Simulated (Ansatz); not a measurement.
# TiGa4Se: the cost of one run

Computed with Ansatz 0.2.0 (DFT PBE, scalar-relativistic, plane waves, PAW, unless a step's input says otherwise).

### Step 1. Starting point

The structure is cubic, space group F-43m (No. 216). Conventional cell: a = 7.736 Å, b = 7.736 Å, c = 7.736 Å, α = 90.00°, β = 90.00°, γ = 90.00°. Ti (site symmetry -43m) is surrounded by 12 Ga at 3.20 Å and 4 Se at 3.35 Å. Ga (site symmetry 3m) is surrounded by 6 Ga at 2.69 to 2.78 Å and 3 Ti at 3.20 Å and 3 Se at 3.21 Å. Around Se (site symmetry -43m) lie 12 Ga at 3.21 Å and 4 Ti at 3.35 Å.

Coordinates:

```cif
data_structure
_symmetry_space_group_name_H-M 'P 1'
_symmetry_Int_Tables_number 1
_cell_length_a 5.4703
_cell_length_b 5.4703
_cell_length_c 5.4703
_cell_angle_alpha 60.000
_cell_angle_beta 60.000
_cell_angle_gamma 60.000
_cell_volume 115.75
loop_
_atom_site_label
_atom_site_type_symbol
_atom_site_fract_x
_atom_site_fract_y
_atom_site_fract_z
_atom_site_occupancy
Ti1 Ti 0.75000 0.75000 0.75000 1
Ga1 Ga 0.86861 0.37713 0.37713 1
Ga2 Ga 0.37713 0.37713 0.37713 1
Ga3 Ga 0.37713 0.86861 0.37713 1
Ga4 Ga 0.37713 0.37713 0.86861 1
Se1 Se 0.00000 0.00000 0.00000 1
```

A structure generator made this guess: species swapped into a database cell of NdMgCu4 (F-43m, No. 216), with Se on the Nd sites, Ti on the Mg sites and Ga on the Cu sites. The dimensions are guesses.

### Step 2. Probe: one point on a coarse mesh

File input.yaml:

```yaml
crystal:
  lattice:
    - [0.0, 3.86811793, 3.86811793]
    - [3.86811793, 0.0, 3.86811793]
    - [3.86811793, 3.86811793, 0.0]
  atoms:
    - { symbol: Ti, position: [0.75, 0.75, 0.75], spin: 1.0 }
    - { symbol: Ga, position: [0.86860982, 0.37713006, 0.37713006] }
    - { symbol: Ga, position: [0.37713006, 0.37713006, 0.37713006] }
    - { symbol: Ga, position: [0.37713006, 0.86860982, 0.37713006] }
    - { symbol: Ga, position: [0.37713006, 0.37713006, 0.86860982] }
    - { symbol: Se, position: [0.0, 0.0, 0.0] }
basis:
  ecutwfc: 420
kpoints:
  mp_grid: { grid: [4, 4, 4] }
hamiltonian:
  xc: pbe
scf:
  occupations: { method: gaussian, width: 0.1 }
  lower_state_search: "off"
output:
  forces: true
  stress: true
  eigenvalues: true
  populations: true
magnetization:
  spin_polarized: true
```

Started as:

```console
$ ansatz run input.yaml --threads 1 --pin off --max-ram 2560MiB --backend cpu --events-out ev --progress --plain --runs-dir out
```

Q: Estimate wall time and peak memory on 1 thread of Arm Neoverse N1, shared host.

About 47 s, with a peak of 0.41 GiB.
